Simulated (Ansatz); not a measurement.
# GaGeH2 (doublet): wB97M-V, B2PLYP, RPA-PBE over vertical spin and charge gaps and displaced geometries, cc-pVDZ, part 2 of 2

Ansatz 0.2.0, Gaussian basis; cc-pVDZ, all electrons in the functionals, frozen cores in the correlation of double hybrids and RPA. The steps go on from the part before.

## (13) B2PLYP, displaced geometry v2

in.yaml reads:

```yaml
crystal:
  periodic: [false, false, false]
  atoms:
    - {symbol: Ge, position_ang: [0.080273, -0.006976, 1.157143]}
    - {symbol: Ga, position_ang: [-0.084602, -0.017799, -1.170653]}
    - {symbol: H, position_ang: [-0.007981, 1.405173, 0.267098]}
    - {symbol: H, position_ang: [0.075127, 0.328835, -2.681365]}
basis:
  gaussian: {orbitals: cc-pVDZ}
magnetization: {spin_polarized: true, initial_magnetization: 1}
hamiltonian: {xc: {name: B2PLYP}}
correlation: {electrons: outside_noble_gas}
```

Launch:

```
ansatz run in.yaml --threads 1 --pin off --events-out ev --progress --plain --max-ram 2393MiB
```

Log (excerpt; [...] marks lines left out):

```text
Functional definition: B2PLYP
  name "B2PLYP"
  cite "Grimme, J. Chem. Phys. 124, 034108 (2006) doi:10.1063/1.2148954"
  cite "Becke, Phys. Rev. A 38, 3098 (1988) doi:10.1103/PhysRevA.38.3098"
  cite "Lee, Yang & Parr, Phys. Rev. B 37, 785 (1988) doi:10.1103/PhysRevB.37.785"
[...]
738 factors; integrals over basis functions are off by at most 1.1e-3 eV
[...]
mean field -108901.51705353 eV, -4002.0569356178 hartree, gradient 1.5e-6 eV, S^2 0.754202; 0 other end points of the search recorded, 0 dependent functions left out
28 core orbitals not correlated: weight in the atoms' cores, before any rotation towards them, 0.996 or more for the frozen orbitals, at most 0.003 for the correlated occupied ones
reference -108901.51718411 eV, -4002.0569404163 hartree; 5, 4 occupied and 31, 32 virtual orbitals, 738 factors
second order -4.77441472 eV of doubles, -0.00000000 eV of singles
Total energy: -108902.80627608 eV, -4002.1043136726 hartree
```

Run time: 2.9 s. Hardware: 1 thread of Intel Xeon Platinum 8488C, shared host.

From the report: ⟨S²⟩ of the determinant 0.754 (pure doublet: 0.75).

From charge 0, doublet: +2.8 kJ/mol.

## (14) RPA-PBE, charge 0, doublet

in.yaml reads:

```yaml
crystal:
  periodic: [false, false, false]
  atoms:
    - {symbol: Ge, position_ang: [0.000000, -0.003654, 1.162916]}
    - {symbol: Ga, position_ang: [0.000000, -0.022851, -1.176473]}
    - {symbol: H, position_ang: [0.000000, 1.432545, 0.269458]}
    - {symbol: H, position_ang: [0.000000, 0.411477, -2.697219]}
basis:
  gaussian: {orbitals: cc-pVDZ}
magnetization: {spin_polarized: true, initial_magnetization: 1}
hamiltonian: {xc: {name: PBE}}
correlation: {method: rpa, electrons: outside_noble_gas}
```

Same command.

Log (excerpt; [...] marks lines left out):

```text
Functional definition: PBE
  name "PBE"
  cite "Perdew, Burke & Ernzerhof, Phys. Rev. Lett. 77, 3865 (1996) doi:10.1103/PhysRevLett.77.3865"
  parent pbe
[...]
738 factors; integrals over basis functions are off by at most 1.0e-3 eV
[...]
mean field -108909.24856663 eV, -4002.3410634835 hartree, gradient 4.5e-6 eV, S^2 0.752255; 0 other end points of the search recorded, 0 dependent functions left out
28 core orbitals not correlated: weight in the atoms' cores, before any rotation towards them, 0.993 or more for the frozen orbitals, at most 0.005 for the correlated occupied ones
reference -108835.37519211 eV, -3999.6262670432 hartree; 5, 4 occupied and 31, 32 virtual orbitals, 738 factors
Total energy: -108843.03182605 eV, -3999.9076431506 hartree
```

Wall time 2.2 s (1 thread of Intel Xeon Platinum 8488C, shared host).

From the report: ⟨S²⟩ of the determinant 0.752 (pure doublet: 0.75).

## (15) RPA-PBE, charge 0, quartet

in.yaml: that of step 14 with these lines changed.

```diff
@@ -9,3 +9,3 @@
   gaussian: {orbitals: cc-pVDZ}
-magnetization: {spin_polarized: true, initial_magnetization: 1}
+magnetization: {spin_polarized: true, initial_magnetization: 3}
 hamiltonian: {xc: {name: PBE}}
```

Launched as before.

Log (excerpt; [...] marks lines left out):

```text
Functional definition: PBE
  name "PBE"
  cite "Perdew, Burke & Ernzerhof, Phys. Rev. Lett. 77, 3865 (1996) doi:10.1103/PhysRevLett.77.3865"
  parent pbe
[...]
738 factors; integrals over basis functions are off by at most 1.0e-3 eV
[...]
mean field -108905.97869669 eV, -4002.2208979797 hartree, gradient 4.3e-6 eV, S^2 3.754033; 9 other end points of the search recorded, 0 dependent functions left out
28 core orbitals not correlated: weight in the atoms' cores, before any rotation towards them, 0.990 or more for the frozen orbitals, at most 0.008 for the correlated occupied ones
reference -108832.50215412 eV, -3999.5206848443 hartree; 6, 3 occupied and 30, 33 virtual orbitals, 738 factors
Total energy: -108839.79864134 eV, -3999.7888258040 hartree
```

It took 8 s on 1 thread of Intel Xeon Platinum 8488C, shared host.

From the report: ⟨S²⟩ of the determinant 3.754 (pure quartet: 3.75).

From charge 0, doublet: +312.0 kJ/mol.

## (16) RPA-PBE, charge 1, singlet

in.yaml: that of step 15 with these lines changed.

```diff
@@ -9,3 +9,4 @@
   gaussian: {orbitals: cc-pVDZ}
-magnetization: {spin_polarized: true, initial_magnetization: 3}
+total_charge: 1
+magnetization: {spin_polarized: true, initial_magnetization: 0}
 hamiltonian: {xc: {name: PBE}}
```

Same command.

Log (excerpt; [...] marks lines left out):

```text
Functional definition: PBE
  name "PBE"
  cite "Perdew, Burke & Ernzerhof, Phys. Rev. Lett. 77, 3865 (1996) doi:10.1103/PhysRevLett.77.3865"
  parent pbe
[...]
738 factors; integrals over basis functions are off by at most 1.0e-3 eV
[...]
mean field -108901.61031850 eV, -4002.0603630422 hartree, gradient 3.8e-6 eV, S^2 0.000000; 9 other end points of the search recorded, 0 dependent functions left out
28 core orbitals not correlated: weight in the atoms' cores, before any rotation towards them, 0.993 or more for the frozen orbitals, at most 0.006 for the correlated occupied ones
reference -108828.54183015 eV, -3999.3751456231 hartree; 4, 4 occupied and 32, 32 virtual orbitals, 738 factors
Total energy: -108835.53913670 eV, -3999.6322918959 hartree
```

It took 8 s on 1 thread of Intel Xeon Platinum 8488C, shared host.

From the report: ⟨S²⟩ of the determinant 0.000 (pure singlet: 0.00).

From charge 0, doublet: +722.9 kJ/mol.

## (17) RPA-PBE, charge 1, triplet

in.yaml: that of step 16 with these lines changed.

```diff
@@ -10,3 +10,3 @@
 total_charge: 1
-magnetization: {spin_polarized: true, initial_magnetization: 0}
+magnetization: {spin_polarized: true, initial_magnetization: 2}
 hamiltonian: {xc: {name: PBE}}
```

The command is unchanged.

Log (excerpt; [...] marks lines left out):

```text
Functional definition: PBE
  name "PBE"
  cite "Perdew, Burke & Ernzerhof, Phys. Rev. Lett. 77, 3865 (1996) doi:10.1103/PhysRevLett.77.3865"
  parent pbe
[...]
738 factors; integrals over basis functions are off by at most 1.0e-3 eV
[...]
mean field -108900.48147822 eV, -4002.0188789270 hartree, gradient 5.2e-6 eV, S^2 2.004362; 2 other end points of the search recorded, 0 dependent functions left out
28 core orbitals not correlated: weight in the atoms' cores, before any rotation towards them, 0.991 or more for the frozen orbitals, at most 0.006 for the correlated occupied ones
reference -108827.54440496 eV, -3999.3384909232 hartree; 5, 3 occupied and 31, 33 virtual orbitals, 738 factors
Total energy: -108834.38452657 eV, -3999.5898607561 hartree
```

Wall time 3.5 s (1 thread of Intel Xeon Platinum 8488C, shared host).

From the report: ⟨S²⟩ of the determinant 2.004 (pure triplet: 2.00).

From charge 0, doublet: +834.3 kJ/mol.

## (18) RPA-PBE, displaced geometry v1

in.yaml reads:

```yaml
crystal:
  periodic: [false, false, false]
  atoms:
    - {symbol: Ge, position_ang: [0.000462, 0.003977, 1.168845]}
    - {symbol: Ga, position_ang: [-0.000371, -0.031362, -1.181697]}
    - {symbol: H, position_ang: [0.047593, 1.483344, 0.221621]}
    - {symbol: H, position_ang: [-0.055184, 0.399462, -2.715254]}
basis:
  gaussian: {orbitals: cc-pVDZ}
magnetization: {spin_polarized: true, initial_magnetization: 1}
hamiltonian: {xc: {name: PBE}}
correlation: {method: rpa, electrons: outside_noble_gas}
```

Same command.

Log (excerpt; [...] marks lines left out):

```text
Functional definition: PBE
  name "PBE"
  cite "Perdew, Burke & Ernzerhof, Phys. Rev. Lett. 77, 3865 (1996) doi:10.1103/PhysRevLett.77.3865"
  parent pbe
[...]
738 factors; integrals over basis functions are off by at most 1.2e-3 eV
[...]
mean field -108909.24899826 eV, -4002.3410793457 hartree, gradient 2.7e-6 eV, S^2 0.752328; 0 other end points of the search recorded, 0 dependent functions left out
28 core orbitals not correlated: weight in the atoms' cores, before any rotation towards them, 0.993 or more for the frozen orbitals, at most 0.005 for the correlated occupied ones
reference -108835.35329304 eV, -3999.6254622672 hartree; 5, 4 occupied and 31, 32 virtual orbitals, 738 factors
Total energy: -108843.04138237 eV, -3999.9079943387 hartree
```

It took 2.2 s on 1 thread of Intel Xeon Platinum 8488C, shared host.

From the report: ⟨S²⟩ of the determinant 0.752 (pure doublet: 0.75).

From charge 0, doublet: -0.9 kJ/mol.

## (19) RPA-PBE, displaced geometry v2

in.yaml reads:

```yaml
crystal:
  periodic: [false, false, false]
  atoms:
    - {symbol: Ge, position_ang: [0.080273, -0.006976, 1.157143]}
    - {symbol: Ga, position_ang: [-0.084602, -0.017799, -1.170653]}
    - {symbol: H, position_ang: [-0.007981, 1.405173, 0.267098]}
    - {symbol: H, position_ang: [0.075127, 0.328835, -2.681365]}
basis:
  gaussian: {orbitals: cc-pVDZ}
magnetization: {spin_polarized: true, initial_magnetization: 1}
hamiltonian: {xc: {name: PBE}}
correlation: {method: rpa, electrons: outside_noble_gas}
```

Launched as before.

Log (excerpt; [...] marks lines left out):

```text
Functional definition: PBE
  name "PBE"
  cite "Perdew, Burke & Ernzerhof, Phys. Rev. Lett. 77, 3865 (1996) doi:10.1103/PhysRevLett.77.3865"
  parent pbe
[...]
738 factors; integrals over basis functions are off by at most 1.1e-3 eV
[...]
mean field -108909.21466415 eV, -4002.3398175905 hartree, gradient 2.7e-6 eV, S^2 0.752238; 0 other end points of the search recorded, 0 dependent functions left out
28 core orbitals not correlated: weight in the atoms' cores, before any rotation towards them, 0.994 or more for the frozen orbitals, at most 0.006 for the correlated occupied ones
reference -108835.34742392 eV, -3999.6252465810 hartree; 5, 4 occupied and 31, 32 virtual orbitals, 738 factors
Total energy: -108842.98984693 eV, -3999.9061004464 hartree
```

Run time: 2.3 s. Hardware: 1 thread of Intel Xeon Platinum 8488C, shared host.

From the report: ⟨S²⟩ of the determinant 0.752 (pure doublet: 0.75).

From charge 0, doublet: +4.1 kJ/mol.

## (20) The comparison

The yardstick is UCCSDT(Q), where the cluster series has nearly closed. It comes from earlier runs at the same points. Energies in kJ/mol, counted from charge 0, doublet; blanks weren't run or aren't comparable.

| level | doublet to quartet | ionisation to the singlet cation | ionisation to the triplet cation | displacement v1 | displacement v2 |
| --- | --- | --- | --- | --- | --- |
| UCCSDT(Q) | 308.4 |  | 817.5 | -0.1 | 3.4 |
| wB97M-V | 325.0 | 716.8 | 847.0 | 1.8 | 2.4 |
| B2PLYP | 324.9 | 719.0 | 838.3 | 0.9 | 2.8 |
| RPA-PBE | 312.0 | 722.9 | 834.3 | -0.9 | 4.1 |

Largest miss and mean time a point (UCCSDT(Q) took 22 s a point; shared hosts):

| level | largest miss (kJ/mol) | where | time a point |
| --- | --- | --- | --- |
| wB97M-V | +29.6 | ionisation to the triplet cation | 12 s |
| B2PLYP | +20.8 | ionisation to the triplet cation | 3.4 s |
| RPA-PBE | +16.9 | ionisation to the triplet cation | 4.4 s |

## (21) What came out

The summary covers parts 1 to 2.

| quantity | value |
| --- | --- |
| doublet to quartet, UCCSDT(Q) | 308.4 kJ/mol |
| ionisation to the triplet cation, UCCSDT(Q) | 817.5 kJ/mol |
| displacement v1, UCCSDT(Q) | -0.1 kJ/mol |
| displacement v2, UCCSDT(Q) | 3.4 kJ/mol |
| largest miss, wB97M-V | +29.6 kJ/mol (ionisation to the triplet cation) |
| largest miss, B2PLYP | +20.8 kJ/mol (ionisation to the triplet cation) |
| largest miss, RPA-PBE | +16.9 kJ/mol (ionisation to the triplet cation) |

In words: Misses are known at 4 of 5 points at best, and only functionals with that many are ranked. Of the functionals, RPA-PBE keep the smallest largest miss at the points compared (at most 16.9 kJ/mol) and wB97M-V strays most (29.6 kJ/mol, at ionisation to the triplet cation). Functionals and the yardstick converge differently with the basis, so part of each miss in cc-pVDZ is the basis.
